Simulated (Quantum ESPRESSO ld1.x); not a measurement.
**Sn³³⁺ in [Ne] 3s2 3p5: an all-electron calculation**

What are the levels of the tin ion Sn33+, how large are its shells, and how does its energy divide?

Method: Dirac Kohn-Sham, LDA (Slater exchange, Hedin-Lundqvist correlation), spin-unpolarised, spherical densities, point nucleus; open shells fill j = l - 1/2 first. Code: Quantum ESPRESSO ld1.x 7.5.

## (1) What is computed

```
element       : tin (Z = 50)
charge        : +33
electrons     : 17
configuration : [Ne] 3s2 3p5
```

## (2) The run

The input, ld1.in:

```fortran
 &input
    zed=50.0,
    iswitch=1,
    rel=2,
    dft='SLA-HL',
    config='[Ne] 3s2 3p5 4s0 3d0',
    rel_dist='energy',
    verbosity='high',
    lsmall=.true.,
    prefix='ld1',
    max_out_wfc=37,
    file_charge='ld1.rho',
 /
```

What does the calculation give?

As calculated:

```
                        quantity                    value
                    total energy         -5339.76 hartree
exchange-correlation share of it                   1.89 %
                            −T/E                   1.0608
          highest occupied level        3p3/2, -2115.8 eV
    most extended occupied level  3s1/2, <r> = 0.307 bohr
 radius at density 0.001 e/bohr³               0.870 bohr
    maxima of the radial density                        3
         ionisation energy, NIST      2142 (semi-emp.) eV
```

**Reading.** The radial density shows 3 maxima for 3 occupied principal shells. −T/E is 1.061: with relativity the kinetic term as defined here no longer equals −E. Minus the highest eigenvalue, 2115.8 eV, is 99 % of the tabulated ionisation energy (2142 eV). Spin polarisation and multiplet splitting are left out.
